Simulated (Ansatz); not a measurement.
# ClH₅N₂Si: small, medium and large basis sets

The task here is to estimate one member of a computed series from the others.

Computed with Ansatz 0.2.0, Gaussian basis. Level: one geometry, several basis sets.

Levels to be run: PBE0-D4/def2-SVP; ωB97M-V/def2-SVP; PBE0-D4/def2-QZVPP; ωB97M-V/def2-QZVPP; the functionals' def2-TZVPP values are taken from earlier runs.

### The geometry

All runs share one geometry, relaxed beforehand with PBE0-D4 in a triple-zeta def2 set.

SMILES `N[SiH](N)Cl`, 9 atoms, charge 0, spin multiplicity 1.

Atoms are counted from 1 here; the program's logs count them from 0.

Bond lengths: N1–Si2 1.699 Å, N1–H5 1.005 Å, N1–H6 1.006 Å, Si2–N3 1.697 Å, Si2–Cl4 2.073 Å, Si2–H7 1.481 Å, N3–H8 1.007 Å, N3–H9 1.008 Å. Angles: Si2–N1–H5 121.2°, Si2–N1–H6 120.9°, H5–N1–H6 112.8°, N1–Si2–N3 107.9°, N1–Si2–Cl4 103.8°, N1–Si2–H7 118.8°, N3–Si2–Cl4 116.7°, N3–Si2–H7 105.8°, Cl4–Si2–H7 104.4°, Si2–N3–H8 120.2°, Si2–N3–H9 120.5°, H8–N3–H9 111.9°.

The first run:

File in.yaml:

```yaml
crystal:
  periodic: [false, false, false]
  atoms:
    - {symbol: N, position_ang: [-0.509780, 1.299846, -0.391950]}
    - {symbol: Si, position_ang: [0.353094, -0.162760, -0.342522]}
    - {symbol: N, position_ang: [0.059306, -0.889833, 1.162637]}
    - {symbol: Cl, position_ang: [-0.311824, -1.187597, -2.017209]}
    - {symbol: H, position_ang: [-0.798366, 1.704378, -1.266040]}
    - {symbol: H, position_ang: [-0.413922, 1.982169, 0.341571]}
    - {symbol: H, position_ang: [1.826554, -0.127343, -0.492099]}
    - {symbol: H, position_ang: [0.678602, -1.603382, 1.510815]}
    - {symbol: H, position_ang: [-0.883666, -1.015489, 1.494796]}
basis:
  gaussian: {orbitals: def2-SVP}
hamiltonian: {xc: pbe0, dispersion: d4}
output: {orbitals: {seedname: orbitals}}
```

Steps of the session up to this table: PBE0-D4 in def2-SVP; ωB97M-V in def2-SVP; PBE0-D4 in def2-QZVPP; ωB97M-V in def2-QZVPP.

One of the session's tables, all rows but one given; the rest of the session is left out.

It belongs to the step «Density functionals: the series». 

| functional | basis | HOMO (eV) | LUMO (eV) |
| --- | --- | --- | --- |
| PBE0-D4 | def2-SVP | -7.46 | 1.69 |
| PBE0-D4 | def2-TZVPP | -7.73 | 0.94 |
| PBE0-D4 | def2-QZVPP | -7.79 | 0.53 |
| ωB97M-V | def2-SVP | -9.82 | 3.32 |
| ωB97M-V | def2-TZVPP | ? | ? |
| ωB97M-V | def2-QZVPP | -10.17 | 1.71 |

**Question.** Estimate the row for ωB97M-V, def2-TZVPP.

The run gave: HOMO (eV): -10.11; LUMO (eV): 2.35. In the column «HOMO (eV)» it lies between ωB97M-V, def2-QZVPP (-10.17) and ωB97M-V, def2-SVP (-9.82).
